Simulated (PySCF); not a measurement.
OKH, in a box:

```
O K H
1.0
    12.00000    0.00000    0.00000
     0.00000   10.00000    0.00000
     0.00000    0.00000   11.00000
O K H
1 1 1
Direct
  0.45544 0.51236 0.47684
  0.61614 0.47612 0.56923
  0.38603 0.52808 0.43695
```

Base run:

```yaml
Program: PySCF 2.14.0
Functional: PW91
Dispersion: D3(BJ)
Potentials_or_basis: 6-31g* (all-electron)
k_mesh: 1 × 1 × 1
Occupations: fixed
Spin: no spin polarisation
```

Its results: gap between the frontier levels 0.95 eV.

Problem. After a change of settings the same cell gave: gap between the frontier levels 0.73 eV. Which change was it?
A. functional from PW91 to CAM-B3LYP; dispersion from D3(BJ) to none
B. functional from PW91 to PBE; dispersion from D3(BJ) to none
C. functional from PW91 to OLYP; dispersion from D3(BJ) to D3
D. functional from PW91 to PBE50; dispersion from D3(BJ) to none

Solution. C.

Caveats: this is a molecule in a periodic box at the Γ point, so its band gap is the HOMO-LUMO gap; the basis of atomic orbitals isn't converged, which shifts pressures, moduli and gaps.
